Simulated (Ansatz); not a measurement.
# C₇H₁₂O₂: a ladder of functionals and wavefunction methods

Aim: compute C₇H₁₂O₂ with functionals from several rungs and with coupled cluster, and see how far each lands from CCSD(T) at the basis-set limit for the atomisation energy.

Method: functionals in def2-TZVPP, the program's frozen cores in correlated methods; program: Ansatz 0.2.0, Gaussian basis.

Plan: LDA (SPW92), PBE-D4, revPBE-D4, BLYP-D4, r2SCAN-D4, B97M-V, PBE0-D4, B3LYP-D4, r2SCANh-D4, r2SCAN0-D4, HSE06-D4, BHLYP-D4, CAM-B3LYP-D4, LC-ωPBE, ωB97X-V, ωB97M-V, B2PLYP, PBE-QIDH; CCSD(T)/def2-SVP; CCSD(T)/def2-TZVPP; MP2/def2-QZVPP; extrapolation to the limit; RPA on PBE.

### 1 The geometry

All runs share one geometry, relaxed beforehand with PBE0-D4 in a triple-zeta def2 set.

21 atoms, charge 0, spin multiplicity 1.

Atoms are counted from 1 here; the program's logs count them from 0.

Bond lengths: C1–C2 1.519 Å, C1–H10 1.093 Å, C1–H11 1.094 Å, C1–H12 1.092 Å, C2–C3 1.523 Å, C2–H13 1.092 Å, C2–H14 1.094 Å, C3–C4 1.530 Å, C3–C7 1.528 Å, C3–H15 1.093 Å, C4–C5 1.501 Å, C4–O6 1.206 Å, C5–H16 1.093 Å, C5–H17 1.088 Å, C5–H18 1.093 Å, C7–C8 1.499 Å, C7–O9 1.205 Å, C8–H19 1.093 Å and more. Angles: C2–C1–H10 111.2°, C2–C1–H11 112.0°, C2–C1–H12 111.0°, H10–C1–H11 107.2°, H10–C1–H12 107.7°, H11–C1–H12 107.6°, C1–C2–C3 112.7°, C1–C2–H13 111.2°, C1–C2–H14 109.7°, C3–C2–H13 109.4°, C3–C2–H14 108.1°, H13–C2–H14 105.5°, C2–C3–C4 114.3°, C2–C3–C7 111.9°, C2–C3–H15 111.0°, C4–C3–C7 105.6°, C4–C3–H15 105.2°, C7–C3–H15 108.4° and more.

### 2 LDA

This LDA is Slater exchange with PW92 correlation.

File in.yaml:

```yaml
crystal:
  periodic: [false, false, false]
  atoms:
    - {symbol: C, position_ang: [0.307204, -1.713651, -1.783909]}
    - {symbol: C, position_ang: [0.479836, -1.332475, -0.324017]}
    - {symbol: C, position_ang: [0.415851, 0.172638, -0.098851]}
    - {symbol: C, position_ang: [-0.943957, 0.798672, -0.416183]}
    - {symbol: C, position_ang: [-2.164937, 0.063069, 0.053610]}
    - {symbol: O, position_ang: [-1.007654, 1.862469, -0.980116]}
    - {symbol: C, position_ang: [0.711771, 0.545913, 1.352696]}
    - {symbol: C, position_ang: [1.388843, 1.866640, 1.561710]}
    - {symbol: O, position_ang: [0.390956, -0.178597, 2.261153]}
    - {symbol: H, position_ang: [1.080707, -1.255329, -2.405707]}
    - {symbol: H, position_ang: [-0.659232, -1.390453, -2.180567]}
    - {symbol: H, position_ang: [0.372121, -2.795487, -1.915938]}
    - {symbol: H, position_ang: [-0.266017, -1.825184, 0.302693]}
    - {symbol: H, position_ang: [1.448072, -1.689608, 0.039161]}
    - {symbol: H, position_ang: [1.129487, 0.694874, -0.742024]}
    - {symbol: H, position_ang: [-2.036534, -0.274969, 1.084808]}
    - {symbol: H, position_ang: [-3.034995, 0.710576, -0.035381]}
    - {symbol: H, position_ang: [-2.319358, -0.830577, -0.557237]}
    - {symbol: H, position_ang: [0.898551, 2.640332, 0.964774]}
    - {symbol: H, position_ang: [1.388818, 2.132024, 2.617248]}
    - {symbol: H, position_ang: [2.420479, 1.799125, 1.202078]}
basis:
  gaussian: {orbitals: def2-TZVPP}
hamiltonian: {xc: lda}
output: {orbitals: {seedname: orbitals}}
```

Run with:

```sh
ansatz run in.yaml --threads 5 --pin off --events-out ev --progress --plain --max-ram 66560MiB --backend cuda --devices 0, --max-vram 37GiB
```

After this run come: PBE-D4 (GGA); revPBE-D4 (GGA); BLYP-D4 (GGA); r2SCAN-D4 (meta-GGA); B97M-V (meta-GGA); PBE0-D4 (hybrid); B3LYP-D4 (hybrid); r2SCANh-D4 (hybrid); r2SCAN0-D4 (hybrid); HSE06-D4 (hybrid); BHLYP-D4 (hybrid); CAM-B3LYP-D4 (range-separated); LC-ωPBE (range-separated); ωB97X-V (range-separated); ωB97M-V (range-separated); B2PLYP (double hybrid); PBE-QIDH (double hybrid); CCSD(T) in def2-SVP; CCSD(T) in def2-TZVPP; MP2 in def2-QZVPP; RPA on PBE orbitals.

Before running them: what should the planned runs give, taken together? Wanted: atomisation energy, CCSD(T)/CBS; farthest beyond LDA; mean size of error, GGA; mean size of error, meta-GGA; mean size of error, hybrid; mean size of error, range-separated; mean size of error, double hybrid; gap, smallest and largest; T1 diagnostic.

As calculated:

| quantity | value |
| --- | --- |
| atomisation energy, CCSD(T)/CBS | 92.193 eV |
| functionals within 0.461 eV (0.5 %) | BLYP-D4, B97M-V, B3LYP-D4, r2SCANh-D4, LC-ωPBE, ωB97X-V, ωB97M-V, PBE-QIDH |
| farthest beyond LDA | BHLYP-D4 (-2.772 eV) |
| mean size of error, GGA | 1.124 eV |
| mean size of error, meta-GGA | 0.414 eV |
| mean size of error, hybrid | 0.957 eV |
| mean size of error, range-separated | 0.350 eV |
| mean size of error, double hybrid | 0.413 eV |
| gap, smallest and largest | 3.24 eV (LDA (SPW92)), 11.08 eV (LC-ωPBE) |
| T1 diagnostic | 0.0136 |
| triples share of the correlation energy | 4.2 % |

In words: The LDA atomisation energy is off by 14.099 eV (15 %): it overbinds. PBE-D4 misses by +2.743 eV. Double hybrids carry the basis error of their MP2 part in triple zeta, and no dispersion term here, so their miss is partly the set-up's. The rungs range-separated, double hybrid, meta-GGA miss on average by less than the doubt on the reference (0.461 eV), so they tie. Misses under about 0.461 eV are within the doubt on the reference itself, which lacks core-valence correlation, relativity and higher excitations. Hartree-Fock recovers 73 % of the binding; the rest is correlation. CCSD(T) in def2-SVP is off by -3.391 eV, which most functionals beat. Orbital gaps span 3.2 to 11.1 eV; exact exchange widens them.
